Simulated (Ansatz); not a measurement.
**GaAsH4: a ladder of functionals and wavefunction methods**

One table from this session's results is given with a row withheld; the runs are named, their logs left out.

Computed with Ansatz 0.2.0, Gaussian basis. Level: functionals in def2-TZVPP, the program's frozen cores in correlated methods.

Plan: LDA (SPW92), PBE-D4, revPBE-D4, BLYP-D4, r2SCAN-D4, B97M-V, PBE0-D4, B3LYP-D4, r2SCANh-D4, r2SCAN0-D4, HSE06-D4, BHLYP-D4, CAM-B3LYP-D4, LC-ωPBE, ωB97X-V, ωB97M-V, B2PLYP, PBE-QIDH; CCSD(T)/def2-SVP; CCSD(T)/def2-TZVPP; MP2/def2-QZVPP; extrapolation to the limit; RPA on PBE.

## The relaxed structure

All runs share one geometry, relaxed beforehand with PBE0-D4 in a triple-zeta def2 set.

SMILES `[GaH2][AsH2]`, 6 atoms, charge 0, spin multiplicity 1.

Atoms are counted from 1 here; the program's logs count them from 0.

Bond lengths: Ga1–As2 2.413 Å, Ga1–H3 1.570 Å, Ga1–H4 1.570 Å, As2–H5 1.521 Å, As2–H6 1.521 Å. Angles: As2–Ga1–H3 119.4°, As2–Ga1–H4 119.3°, H3–Ga1–H4 121.1°, Ga1–As2–H5 92.9°, Ga1–As2–H6 92.8°, H5–As2–H6 93.8°.

The first run:

Contents of in.yaml:

```yaml
crystal:
  periodic: [false, false, false]
  atoms:
    - {symbol: Ga, position_ang: [-0.387838, -0.930890, -0.200429]}
    - {symbol: As, position_ang: [0.673720, 1.216317, -0.490666]}
    - {symbol: H, position_ang: [0.495710, -2.191731, 0.106259]}
    - {symbol: H, position_ang: [-1.934801, -1.061997, -0.433058]}
    - {symbol: H, position_ang: [1.563546, 1.026114, 0.727561]}
    - {symbol: H, position_ang: [-0.410326, 1.942197, 0.290333]}
basis:
  gaussian: {orbitals: def2-TZVPP}
hamiltonian: {xc: lda}
output: {orbitals: {seedname: orbitals}}
```

The run is started by

```sh
ansatz run in.yaml --threads 2 --pin off --events-out ev --progress --plain --max-ram 4352MiB
```

Among the steps run: LDA; PBE-D4 (GGA); revPBE-D4 (GGA); BLYP-D4 (GGA); r2SCAN-D4 (meta-GGA); B97M-V (meta-GGA); PBE0-D4 (hybrid); B3LYP-D4 (hybrid); r2SCANh-D4 (hybrid); r2SCAN0-D4 (hybrid); HSE06-D4 (hybrid); BHLYP-D4 (hybrid); CAM-B3LYP-D4 (range-separated); LC-ωPBE (range-separated); ωB97X-V (range-separated); ωB97M-V (range-separated); B2PLYP (double hybrid); PBE-QIDH (double hybrid).

One table of the session follows, with a row left open; its other results are not shown here.

It belongs to the step «Frontier levels by functional». 

| functional | HOMO (eV) | LUMO (eV) | gap (eV) |
| --- | --- | --- | --- |
| LDA (SPW92) | -6.29 | -2.80 | 3.49 |
| PBE-D4 | -6.15 | -2.55 | 3.60 |
| revPBE-D4 | -6.09 | -2.44 | 3.66 |
| BLYP-D4 | ? | ? | ? |
| r2SCAN-D4 | -6.40 | -2.31 | 4.09 |
| B97M-V | -6.41 | -2.51 | 3.90 |
| PBE0-D4 | -7.14 | -1.78 | 5.37 |
| B3LYP-D4 | -6.93 | -2.03 | 4.90 |
| r2SCANh-D4 | -6.77 | -2.04 | 4.73 |
| r2SCAN0-D4 | -7.32 | -1.64 | 5.68 |
| HSE06-D4 | -6.76 | -2.14 | 4.61 |
| BHLYP-D4 | -7.99 | -1.03 | 6.97 |
| CAM-B3LYP-D4 | -8.33 | -0.88 | 7.45 |
| LC-ωPBE | -9.62 | 0.27 | 9.89 |
| ωB97X-V | -9.29 | 0.13 | 9.42 |
| ωB97M-V | -9.15 | -0.07 | 9.07 |

**Question.** Estimate the row for BLYP-D4.

Worked estimate for «HOMO (eV)». Against the share of exact exchange, B3LYP-D4 (0.2, -6.93), BHLYP-D4 (0.5, -7.99) give a slope of -3.53 per unit share; at 0 the line stands at -6.22.

The run gave: HOMO (eV): -5.98; LUMO (eV): -2.48; gap (eV): 3.50. In «HOMO (eV)» the line misses by -0.24.
